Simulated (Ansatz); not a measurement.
# CH3OSb: a ladder of functionals and wavefunction methods

One table from this session's results is given with a row withheld; the runs are named, their logs left out.

The runs use Ansatz 0.2.0, Gaussian basis; functionals in def2-TZVPP, the program's frozen cores in correlated methods.

Levels to be run: LDA (SPW92), PBE-D4, revPBE-D4, BLYP-D4, r2SCAN-D4, B97M-V, PBE0-D4, B3LYP-D4, r2SCANh-D4, r2SCAN0-D4, HSE06-D4, BHLYP-D4, CAM-B3LYP-D4, LC-ωPBE, ωB97X-V, ωB97M-V, B2PLYP, PBE-QIDH; CCSD(T)/def2-SVP; CCSD(T)/def2-TZVPP; MP2/def2-QZVPP; extrapolation to the limit; RPA on PBE.

**Structure used throughout**

All runs share one geometry, relaxed beforehand with PBE0-D4 in a triple-zeta def2 set. Sb takes the def2 core potential; no spin-orbit term is included.

SMILES `[CH2]1[O][SbH]1`, 6 atoms, charge 0, spin multiplicity 1.

Atoms are counted from 1 here; the program's logs count them from 0.

Bond lengths: C1–O2 1.371 Å, C1–Sb3 2.140 Å, C1–H4 1.091 Å, C1–H5 1.091 Å, O2–Sb3 2.042 Å, Sb3–H6 1.719 Å. Angles: O2–C1–Sb3 67.0°, O2–C1–H4 116.5°, O2–C1–H5 116.6°, Sb3–C1–H4 116.3°, Sb3–C1–H5 116.3°, H4–C1–H5 115.4°, C1–O2–Sb3 74.8°, C1–Sb3–O2 38.2°, C1–Sb3–H6 92.5°, O2–Sb3–H6 93.7°.

Set-up of the first run:

The input, in.yaml:

```yaml
crystal:
  periodic: [false, false, false]
  atoms:
    - {symbol: C, position_ang: [0.013532, -0.261178, -0.682052]}
    - {symbol: O, position_ang: [-0.903481, -0.789337, 0.189877]}
    - {symbol: Sb, position_ang: [0.644514, -0.153340, 1.360161]}
    - {symbol: H, position_ang: [-0.253671, 0.683964, -1.156557]}
    - {symbol: H, position_ang: [0.549444, -0.968822, -1.316004]}
    - {symbol: H, position_ang: [-0.008237, 1.424613, 1.558274]}
basis:
  gaussian: {orbitals: def2-TZVPP}
hamiltonian: {xc: lda}
output: {orbitals: {seedname: orbitals}}
```

On the command line:

```sh
> ansatz run in.yaml --threads 2 --pin off --events-out ev --progress --plain --max-ram 4352MiB
```

Among the steps run: LDA; PBE-D4 (GGA); revPBE-D4 (GGA); BLYP-D4 (GGA); r2SCAN-D4 (meta-GGA); B97M-V (meta-GGA); B3LYP-D4 (hybrid); r2SCANh-D4 (hybrid); r2SCAN0-D4 (hybrid); HSE06-D4 (hybrid); BHLYP-D4 (hybrid); CAM-B3LYP-D4 (range-separated); LC-ωPBE (range-separated); ωB97X-V (range-separated); ωB97M-V (range-separated); B2PLYP (double hybrid); PBE-QIDH (double hybrid).

One table of the session follows, with a row left open; its other results are not shown here.

It belongs to the step «Orbital energies across the functionals». 

| functional | HOMO (eV) | LUMO (eV) | gap (eV) |
| --- | --- | --- | --- |
| LDA (SPW92) | -6.10 | -2.65 | 3.45 |
| PBE-D4 | -5.90 | -2.45 | 3.45 |
| revPBE-D4 | -5.83 | -2.37 | 3.46 |
| BLYP-D4 | -5.74 | -2.36 | 3.38 |
| r2SCAN-D4 | -6.11 | -2.33 | 3.78 |
| B97M-V | -6.02 | -2.33 | 3.69 |
| PBE0-D4 | ? | ? | ? |
| B3LYP-D4 | -6.70 | -1.91 | 4.79 |
| r2SCANh-D4 | -6.48 | -2.04 | 4.44 |
| r2SCAN0-D4 | -7.04 | -1.61 | 5.43 |
| HSE06-D4 | -6.50 | -2.05 | 4.45 |
| BHLYP-D4 | -7.74 | -0.88 | 6.86 |
| CAM-B3LYP-D4 | -8.10 | -0.73 | 7.37 |
| LC-ωPBE | -9.33 | 0.33 | 9.66 |
| ωB97X-V | -9.01 | 0.27 | 9.28 |
| ωB97M-V | -8.93 | 0.14 | 9.07 |

**Question.** Estimate the row for PBE0-D4.

**Answer.** HOMO (eV): -6.89; LUMO (eV): -1.68; gap (eV): 5.21. In the column «HOMO (eV)» it lies between r2SCAN0-D4 (-7.04) and B3LYP-D4 (-6.70).
